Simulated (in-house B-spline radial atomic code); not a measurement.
**Fe¹⁹⁺: excited configurations**

How much energy does it take to promote electrons of Fe¹⁹⁺ to other shells? Each configuration is solved by itself and compared with the reference.

Program: in-house B-spline radial atomic code version 1. Level of theory: Dirac-Hartree-Fock, average of configuration, Fermi nucleus, basis-set limit. These are calculated values, not measurements, unless marked.

### 1 The atom as given

```
element       : iron (Z = 26)
charge        : +19
electrons     : 7
configuration : [He] 2s2 2p3
Hamiltonian   : Dirac-Coulomb
nucleus       : Fermi, rms radius 3.738 fm
```

Outer shells as boxes (Hund's rule):

[He] 2s2 2p3
```
[He] core
2s [↑↓]
2p [↑ ][↑ ][↑ ]
```

The boxes draw the filling by Hund's rule, which heavy ions in jj coupling don't follow; these runs average over all states of the configuration.

Settings, as recorded:

```ini
Z = 26
electrons = 7.0
configuration = [He] 2s2 2p3
hamiltonian = dirac
method = hf
spin_polarised = False
nucleus = fermi
rms_radius = 3.7377
mass_number = 56
atomic_mass = 55.934935537
speed_of_light = 137.035999084
```

The reference is known from an earlier run: -997.862356 hartree in all. Up to eight levels, counted from the top:

```tsv
orbital	occupation	energy (eV)	<r> (bohr)
1s1/2	2	-8128.54	0.05816
2s1/2	2	-1661.51	0.2514
2p1/2	1	-1583.48	0.2161
2p3/2	2	-1569.01	0.2186
```

### 2 Configuration [He] 2s1 2p3 4f1

Settings, as recorded:

```ini
Z = 26
electrons = 7.0
configuration = [He] 2s1 2p3 4f1
hamiltonian = dirac
method = hf
spin_polarised = False
nucleus = fermi
rms_radius = 3.7377
mass_number = 56
atomic_mass = 55.934935537
speed_of_light = 137.035999084
```

### 3 Configuration [He] 2s2 2p2 3d1

Settings: those of step 2 with these lines changed.

```diff
@@ -2,3 +2,3 @@
 electrons = 7.0
-configuration = [He] 2s1 2p3 4f1
+configuration = [He] 2s2 2p2 3d1
 hamiltonian = dirac
```

### 4 [He] 2s2 2p2 4d1

Settings: those of step 3 with these lines changed.

```diff
@@ -2,3 +2,3 @@
 electrons = 7.0
-configuration = [He] 2s2 2p2 3d1
+configuration = [He] 2s2 2p2 4d1
 hamiltonian = dirac
```

### 5 [He] 2s2 2p2 6s1

Settings: those of step 4 with these lines changed.

```diff
@@ -2,3 +2,3 @@
 electrons = 7.0
-configuration = [He] 2s2 2p2 4d1
+configuration = [He] 2s2 2p2 6s1
 hamiltonian = dirac
```

### 6 [He] 2s1 2p3 5p1

Settings: those of step 5 with these lines changed.

```diff
@@ -2,3 +2,3 @@
 electrons = 7.0
-configuration = [He] 2s2 2p2 6s1
+configuration = [He] 2s1 2p3 5p1
 hamiltonian = dirac
```

**Question.** How far above the reference does each configuration lie (order and size, in eV)?

As calculated:

| net move | configuration | energy above the reference (eV) | with Breit, QED, recoil (eV) | largest <r> (bohr) |
| --- | --- | --- | --- | --- |
| 2p → 3d | [He] 2s2 2p2 3d1 | 951.18 | 950.49 | 0.505 |
| 2p → 4d | [He] 2s2 2p2 4d1 | 1225.01 | 1224.30 | 1.03 |
| 2s → 4f | [He] 2s1 2p3 4f1 | 1319.45 | 1318.40 | 0.896 |
| 2p → 6s | [He] 2s2 2p2 6s1 | 1411.94 | 1411.24 | 2.55 |
| 2s → 5p | [He] 2s1 2p3 5p1 | 1433.14 | 1432.12 | 1.75 |

Quantum defects of the promoted electron, δ = n − ζ/√(−2ε) with ζ = 20 and ε its orbital energy in hartree:

| promotion | δ |
| --- | --- |
| 2p → 3d | 0.040 |
| 2p → 4d | 0.041 |
| 2s → 4f | 0.004 |
| 2p → 6s | 0.172 |
| 2s → 5p | 0.105 |

**Reading.** The energies run from 951.18 eV (2p → 3d) to 1433.14 eV (2s → 5p). Of those tabulated, the defect is largest for 6s (0.17) and least for 4f (0.00); at this charge much of the defect is relativistic. Two partly filled shells share a symmetry and can mix in the average, which may lower the energy, for: 2s → 5p. These are averages over configurations, without correlation, not spectroscopic levels.
